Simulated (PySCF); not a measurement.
# Oxygen: the same states on changed settings

Aim: see what changed settings do to total energies and their difference. The change: radial step 1.2 in ln r (0.13 in the sound run), unsound on purpose. A sound run of the same states serves as the yardstick.

Program: PySCF 2.14.0. Level of theory: unrestricted determinants in a Gaussian basis, no spin-orbit coupling in the energies. These are calculated values, not measurements, unless marked.

6 further runs of the same task are left out: 6 that didn't finish.

### 1 Starting point

| Property | Result |
| --- | --- |
| Element | oxygen (Z = 8) |
| Basis | cc-pVDZ-DK |
| Hamiltonian | the spin-free X2C one-electron Hamiltonian (Gaussian nucleus) |
| State 1 | O(2+): [He] 2s2 2p2, high-spin 3P determinant |
| State 2 | O(3+): [He] 2s2 2p1, 2P determinant |
| Methods | r2SCAN, M06-2X |

The outer shells:

O2+ [He] 2s2 2p2
```
[He] core
2s [↑↓]
2p [↑ ][↑ ][  ]
```

O3+ [He] 2s2 2p1
```
[He] core
2s [↑↓]
2p [↑ ][  ][  ]
```

The sound run (cc-pVDZ-DK, scalar relativity by spin-free X2C-1e, symmetry-adapted start, fine grid, valence correlation) gave:

```
species             method  energy (hartree)
  O(2+)                UHF         -73.13383
  O(2+)             r2SCAN         -73.28128
  O(2+)             M06-2X         -73.30632
  O(2+)      MP2 (valence)         -73.18937
  O(2+)  CCSD(T) (valence)         -73.21221
  O(3+)                UHF         -71.12665
  O(3+)             r2SCAN         -71.23679
  O(3+)             M06-2X         -71.27958
  O(3+)      MP2 (valence)         -71.17712
  O(3+)  CCSD(T) (valence)         -71.20901
```

The runs were made by one driver on top of PySCF. The scripts below sum up each run's settings (the driver also hands on starting orbitals that pick excited configurations, and frozen orbitals as a list rather than a count), and the logs come from the driver's own runs. The driver starts from symmetry-adapted Hartree-Fock orbitals, holds the occupation by maximum overlap and uses a logarithmic radial grid for functionals, so a plain start would take other cycles.

The driver's launch:

```
$ OMP_NUM_THREADS=1 python atomrun2.py TASK.json OUT
```

The grid is set inside the driver, so the scripts do not show it: radial step 1.2 in ln r (0.13 in the sound run).

### 2 Changed run, O(2+): the ladder of methods

#### r2SCAN

input.py reads:

```python
from pyscf import gto, scf, dft, mp, cc
import basis_set_exchange as bse
mol = gto.M(atom="O 0 0 0", charge=2, spin=2, symmetry="D2h",
            basis=gto.basis.parse(bse.get_basis("cc-pVDZ-DK", elements=["O"], fmt="nwchem", header=False)),
            nucmod="G")
mf = dft.UKS(mol, xc="R2SCAN").sfx2c1e()
mf.irrep_nelec = {'Ag': (2, 2), 'B1u': (1, 0), 'B2u': (1, 0)}
mf.kernel()
```

The program printed:

```text
damping factor = 0
level_shift factor = 0
DIIS = <class 'pyscf.scf.diis.CDIIS'>
diis_start_cycle = 1
diis_space = 10
diis_damp = 0
SCF conv_tol = 1e-09
SCF conv_tol_grad = None
number electrons alpha = 4  beta = 2
XC functionals = R2SCAN
    J. W. Furness, A. D. Kaplan, J. Ning, J. P. Perdew, and J. Sun.,  J. Phys. Chem. Lett. 11, 8208-8215 (2020)
    J. W. Furness, A. D. Kaplan, J. Ning, J. P. Perdew, and J. Sun.,  J. Phys. Chem. Lett. 11, 9248-9248 (2020)
    J. W. Furness, A. D. Kaplan, J. Ning, J. P. Perdew, and J. Sun.,  J. Phys. Chem. Lett. 11, 8208-8215 (2020)
    J. W. Furness, A. D. Kaplan, J. Ning, J. P. Perdew, and J. Sun.,  J. Phys. Chem. Lett. 11, 9248-9248 (2020)
cycle= 1 E= -73.8492367692074  delta_E= -0.0902  |g|= 0.0819  |ddm|= 2.33
cycle= 2 E= -73.8519601431873  delta_E= -0.00272  |g|= 0.0145  |ddm|= 0.369
cycle= 3 E= -73.8520466157961  delta_E= -8.65e-05  |g|= 0.000359  |ddm|= 0.056
cycle= 4 E= -73.8520466573398  delta_E= -4.15e-08  |g|= 5e-06  |ddm|= 0.000498
cycle= 5 E= -73.8520466573509  delta_E= -1.11e-11  |g|= 2.31e-07  |ddm|= 1.18e-05
converged SCF energy = -73.8520466573509  <S^2> = 2.0055342  2S+1 = 3.0036872
```

Time after the integrals: 0.01 s (1 thread of AMD EPYC 9R45, shared host).

The occupied shells:

```
shell  electrons  mean orbital energy (eV)  spread (eV)  rms radius (bohr)
 1s α          1                   -557.03            0              0.231
 1s β          1                   -553.82            0              0.231
 2s α          1                   -66.126            0               1.04
 2s β          1                   -58.195            0               1.04
 2p α          2                   -47.093            0               1.02
```

⟨S²⟩ = 2.006, ⟨L²⟩ = 2.01.

#### M06-2X

input.py, as changed from the run before:

```diff
@@ -5,3 +5,3 @@
             nucmod="G")
-mf = dft.UKS(mol, xc="R2SCAN").sfx2c1e()
+mf = dft.UKS(mol, xc="M062X").sfx2c1e()
 mf.irrep_nelec = {'Ag': (2, 2), 'B1u': (1, 0), 'B2u': (1, 0)}
```

The program printed:

```text
damping factor = 0
level_shift factor = 0
DIIS = <class 'pyscf.scf.diis.CDIIS'>
diis_start_cycle = 1
diis_space = 10
diis_damp = 0
SCF conv_tol = 1e-09
SCF conv_tol_grad = None
number electrons alpha = 4  beta = 2
XC functionals = M062X
    Y. Zhao and D. G. Truhlar.,  Theor. Chem. Acc. 120, 215 (2008)
    Y. Zhao and D. G. Truhlar.,  Theor. Chem. Acc. 120, 215 (2008)
cycle= 1 E= -73.4357376396488  delta_E= -0.0173  |g|= 0.0221  |ddm|= 0.903
cycle= 2 E= -73.4359788330324  delta_E= -0.000241  |g|= 0.00356  |ddm|= 0.0649
cycle= 3 E= -73.4359844140791  delta_E= -5.58e-06  |g|= 0.000715  |ddm|= 0.017
cycle= 4 E= -73.4359847185762  delta_E= -3.04e-07  |g|= 2.21e-05  |ddm|= 0.00427
cycle= 5 E= -73.4359847188055  delta_E= -2.29e-10  |g|= 4.79e-07  |ddm|= 0.000128
converged SCF energy = -73.4359847188055  <S^2> = 2.0004409  2S+1 = 3.0002939
```

Time after the integrals: 0.01 s (1 thread of AMD EPYC 9R45, shared host).

### 3 Changed run, O(3+), method by method

#### r2SCAN

input.py reads:

```python
from pyscf import gto, scf, dft, mp, cc
import basis_set_exchange as bse
mol = gto.M(atom="O 0 0 0", charge=3, spin=1, symmetry="D2h",
            basis=gto.basis.parse(bse.get_basis("cc-pVDZ-DK", elements=["O"], fmt="nwchem", header=False)),
            nucmod="G")
mf = dft.UKS(mol, xc="R2SCAN").sfx2c1e()
mf.irrep_nelec = {'Ag': (2, 2), 'B2u': (1, 0)}
mf.kernel()
```

The program printed:

```text
damping factor = 0
level_shift factor = 0
DIIS = <class 'pyscf.scf.diis.CDIIS'>
diis_start_cycle = 1
diis_space = 10
diis_damp = 0
SCF conv_tol = 1e-09
SCF conv_tol_grad = None
number electrons alpha = 3  beta = 2
XC functionals = R2SCAN
    J. W. Furness, A. D. Kaplan, J. Ning, J. P. Perdew, and J. Sun.,  J. Phys. Chem. Lett. 11, 8208-8215 (2020)
    J. W. Furness, A. D. Kaplan, J. Ning, J. P. Perdew, and J. Sun.,  J. Phys. Chem. Lett. 11, 9248-9248 (2020)
    J. W. Furness, A. D. Kaplan, J. Ning, J. P. Perdew, and J. Sun.,  J. Phys. Chem. Lett. 11, 8208-8215 (2020)
    J. W. Furness, A. D. Kaplan, J. Ning, J. P. Perdew, and J. Sun.,  J. Phys. Chem. Lett. 11, 9248-9248 (2020)
cycle= 1 E= -71.7343100039766  delta_E= -0.0583  |g|= 0.033  |ddm|= 1.99
cycle= 2 E= -71.7346948624124  delta_E= -0.000385  |g|= 0.00249  |ddm|= 0.144
cycle= 3 E= -71.7346969259261  delta_E= -2.06e-06  |g|= 0.000223  |ddm|= 0.0101
cycle= 4 E= -71.7346969411348  delta_E= -1.52e-08  |g|= 4.43e-06  |ddm|= 0.000323
cycle= 5 E= -71.7346969411423  delta_E= -7.42e-12  |g|= 4.84e-08  |ddm|= 1.17e-05
converged SCF energy = -71.7346969411423  <S^2> = 0.75279334  2S+1 = 2.0027914
```

Time after the integrals: 0.01 s (1 thread of AMD EPYC 9R45, shared host).

The occupied shells:

```
shell  electrons  mean orbital energy (eV)  spread (eV)  rms radius (bohr)
 1s α          1                   -589.92            0              0.231
 1s β          1                   -587.82            0              0.231
 2s α          1                   -87.169            0              0.998
 2s β          1                   -83.044            0              0.998
 2p α          1                   -70.384            0              0.961
```

⟨S²⟩ = 0.753, ⟨L²⟩ = 2.01.

#### M06-2X

input.py, as changed from the run before:

```diff
@@ -5,3 +5,3 @@
             nucmod="G")
-mf = dft.UKS(mol, xc="R2SCAN").sfx2c1e()
+mf = dft.UKS(mol, xc="M062X").sfx2c1e()
 mf.irrep_nelec = {'Ag': (2, 2), 'B2u': (1, 0)}
```

The program printed:

```text
damping factor = 0
level_shift factor = 0
DIIS = <class 'pyscf.scf.diis.CDIIS'>
diis_start_cycle = 1
diis_space = 10
diis_damp = 0
SCF conv_tol = 1e-09
SCF conv_tol_grad = None
number electrons alpha = 3  beta = 2
XC functionals = M062X
    Y. Zhao and D. G. Truhlar.,  Theor. Chem. Acc. 120, 215 (2008)
    Y. Zhao and D. G. Truhlar.,  Theor. Chem. Acc. 120, 215 (2008)
cycle= 1 E= -71.4155972851641  delta_E= -0.0156  |g|= 0.0107  |ddm|= 0.951
cycle= 2 E= -71.4156355150396  delta_E= -3.82e-05  |g|= 0.00146  |ddm|= 0.0362
cycle= 3 E= -71.4156364468488  delta_E= -9.32e-07  |g|= 9.98e-05  |ddm|= 0.00541
cycle= 4 E= -71.4156364519143  delta_E= -5.07e-09  |g|= 8.3e-06  |ddm|= 0.000495
cycle= 5 E= -71.4156364519456  delta_E= -3.13e-11  |g|= 9.68e-08  |ddm|= 5.06e-05
converged SCF energy = -71.4156364519456  <S^2> = 0.75010272  2S+1 = 2.0001027
```

Time after the integrals: 0.01 s (1 thread of AMD EPYC 9R45, shared host).

### 4 Against the sound run

```
species  method  converged  energy less sound run (eV)
  O(2+)  r2SCAN        yes                    -15.5312
  O(2+)  M06-2X        yes                     -3.5284
  O(3+)  r2SCAN        yes                    -13.5487
  O(3+)  M06-2X        yes                     -3.7024
```

Ionisation energy of O(2+):

```
method  sound run (eV)  changed run (eV)  shift (eV)
   UHF          54.618            54.618      +0.000
r2SCAN          55.633            57.616      +1.983
M06-2X          55.150            54.976      -0.174
```

### 5 Outcome

```
                                 quantity                                            value
                                   change  radial step 1.2 in ln r (0.13 in the sound run)
                           runs converged                                           4 of 4
largest shift of a converged total energy                                          15.5 eV
   largest shift of the ionisation energy                               +1.983 eV (r2SCAN)
```

What this shows: The ionisation energy moves by up to 1.98 eV, at r2SCAN. A coarse radial grid mis-integrates the density and the exchange-correlation energy, with errors of either sign; Hartree-Fock needs no grid. The setting is unsound on purpose, so these numbers are no properties of the atom.
